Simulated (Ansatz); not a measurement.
# C2H8AlN: the cost of one run

Method: UKS BLYP/def2-SVP, in Ansatz 0.2.0.

### 1 The structure to begin with

Bond lengths: C1–N2 1.430 Å, N2–C3 1.436 Å, N2–Al4 1.917 Å, C1–H5 1.173 Å, C1–H6 1.146 Å, C1–H7 1.101 Å, C3–H8 1.097 Å, C3–H9 1.165 Å, C3–H10 1.121 Å, Al4–H11 1.575 Å, Al4–H12 1.614 Å. Angles (14 of 18 angles, heavy atoms first): C1–N2–C3 108.4°, C1–N2–Al4 109.4°, C3–N2–Al4 108.4°, N2–C1–H5 109.3°, N2–C1–H6 112.0°, N2–C1–H7 116.1°, N2–C3–H8 113.8°, N2–C3–H9 112.3°, N2–C3–H10 113.8°, N2–Al4–H11 120.9°, N2–Al4–H12 118.9°, H5–C1–H6 102.4°, H5–C1–H7 107.6°, H6–C1–H7 108.5°.

As a file:

```xyz
12

C    -0.2674    1.2657   -0.3772
N    -0.4506    0.0528    0.3587
C     0.7267   -0.1803    1.1464
Al   -0.6618   -1.4086   -0.8632
H    -1.2405    1.4990   -0.9883
H    -0.1850    2.1780    0.3118
H     0.5792    1.2820   -1.0813
H     0.6853   -1.0990    1.7450
H     0.9100    0.6649    1.9271
H     1.6668   -0.2623    0.5407
H    -0.7853   -1.1563   -2.4131
H    -0.9005   -2.8912   -0.2726
```

### 2 Relaxing end A

Contents of input.yaml:

```yaml
crystal:
  periodic: [false, false, false]
  atoms:
    - { symbol: C, position_ang: [-0.2674, 1.2657, -0.3772] }
    - { symbol: "N", position_ang: [-0.4506, 0.0528, 0.3587] }
    - { symbol: C, position_ang: [0.7267, -0.1803, 1.1464] }
    - { symbol: Al, position_ang: [-0.6618, -1.4086, -0.8632] }
    - { symbol: H, position_ang: [-1.2405, 1.499, -0.9883] }
    - { symbol: H, position_ang: [-0.185, 2.178, 0.3118] }
    - { symbol: H, position_ang: [0.5792, 1.282, -1.0813] }
    - { symbol: H, position_ang: [0.6853, -1.099, 1.745] }
    - { symbol: H, position_ang: [0.91, 0.6649, 1.9271] }
    - { symbol: H, position_ang: [1.6668, -0.2623, 0.5407] }
    - { symbol: H, position_ang: [-0.7853, -1.1563, -2.4131] }
    - { symbol: H, position_ang: [-0.9005, -2.8912, -0.2726] }
magnetization:
  spin_polarized: true
basis:
  gaussian: { orbitals: def2-SVP }
hamiltonian:
  xc: blyp
relax:
  f_tol: 0.02
  max_steps: 50
```

Started as:

```console
ansatz run input.yaml --threads 2 --pin off --max-ram 3072MiB --backend cpu --events-out ev --progress --plain --runs-dir out
```

Q: Estimate wall time and peak memory on 2 threads of Intel Xeon Platinum 8488C (Sapphire Rapids), shared host.

About 21 s, with a peak of 0.18 GiB.
